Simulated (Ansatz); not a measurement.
**C₂H₉AlClN: basis-set convergence**

Aim: see how fast density functionals converge with the basis set for C₂H₉AlClN.

Program: Ansatz 0.2.0, Gaussian basis. Level of theory: one geometry, several basis sets. These are calculated values, not measurements.

Plan: PBE0-D4/def2-SVP; ωB97M-V/def2-SVP; PBE0-D4/def2-QZVPP; ωB97M-V/def2-QZVPP; the functionals' def2-TZVPP values are taken from earlier runs.

## Step 1: The relaxed structure

The geometry comes from an earlier relaxation with PBE0-D4 in a triple-zeta def2 set; it is a stationary point, not always the lowest conformer.

SMILES `[CH3][Al-]([CH3])([NH3+])[Cl]`, 14 atoms, charge 0, spin multiplicity 1.

Atoms are counted from 1 here; the program's logs count them from 0.

Bond lengths: C1–Al2 1.961 Å, C1–H6 1.095 Å, C1–H7 1.095 Å, C1–H8 1.096 Å, Al2–C3 1.961 Å, Al2–N4 2.051 Å, Al2–Cl5 2.165 Å, C3–H9 1.095 Å, C3–H10 1.095 Å, C3–H11 1.096 Å, N4–H12 1.015 Å, N4–H13 1.016 Å, N4–H14 1.016 Å. Angles: Al2–C1–H6 110.8°, Al2–C1–H7 112.6°, Al2–C1–H8 112.5°, H6–C1–H7 106.4°, H6–C1–H8 106.5°, H7–C1–H8 107.7°, C1–Al2–C3 121.5°, C1–Al2–N4 102.9°, C1–Al2–Cl5 114.4°, C3–Al2–N4 102.9°, C3–Al2–Cl5 114.4°, N4–Al2–Cl5 95.0°, Al2–C3–H9 110.8°, Al2–C3–H10 112.6°, Al2–C3–H11 112.5°, H9–C3–H10 106.4°, H9–C3–H11 106.5°, H10–C3–H11 107.7° and more.

## Step 2: PBE0-D4 in def2-SVP

The input, in.yaml:

```yaml
crystal:
  periodic: [false, false, false]
  atoms:
    - {symbol: C, position_ang: [-1.732297, 0.828086, 0.269800]}
    - {symbol: Al, position_ang: [0.181474, 0.503785, -0.010592]}
    - {symbol: C, position_ang: [1.314101, -0.241074, 1.406677]}
    - {symbol: N, position_ang: [0.190190, -0.977812, -1.428304]}
    - {symbol: Cl, position_ang: [1.164175, 1.969346, -1.265550]}
    - {symbol: H, position_ang: [-1.887550, 1.659957, 0.964463]}
    - {symbol: H, position_ang: [-2.254040, 1.095289, -0.655079]}
    - {symbol: H, position_ang: [-2.245173, -0.038600, 0.702280]}
    - {symbol: H, position_ang: [1.457109, 0.486685, 2.212028]}
    - {symbol: H, position_ang: [2.314094, -0.508681, 1.049741]}
    - {symbol: H, position_ang: [0.875808, -1.133583, 1.867711]}
    - {symbol: H, position_ang: [-0.227175, -1.850356, -1.120988]}
    - {symbol: H, position_ang: [1.147171, -1.164821, -1.712048]}
    - {symbol: H, position_ang: [-0.310888, -0.657422, -2.251440]}
basis:
  gaussian: {orbitals: def2-SVP}
hamiltonian: {xc: pbe0, dispersion: d4}
output: {orbitals: {seedname: orbitals}}
```

The run is started by

```
> ansatz run in.yaml --threads 4 --pin off --events-out ev --progress --plain --max-ram 10444MiB
```

After this run come: ωB97M-V in def2-SVP; PBE0-D4 in def2-QZVPP; ωB97M-V in def2-QZVPP.

Q: Predict the results of all the runs planned. Wanted: PBE0-D4: double and triple zeta above quadruple; ωB97M-V: double and triple zeta above quadruple.

As calculated:

```
                                       quantity           value
PBE0-D4: double and triple zeta above quadruple  11.68, 0.81 eV
ωB97M-V: double and triple zeta above quadruple  11.85, 0.77 eV
```

PBE0-D4 gains 10.88 eV from double to triple zeta, then 0.81 eV more. Total energies overstate the basis error of differences, where much of it tends to cancel. The LUMO of ωB97M-V is positive and keeps falling with the basis (1.88 to 0.66 eV): an unbound level that the basis holds in place.
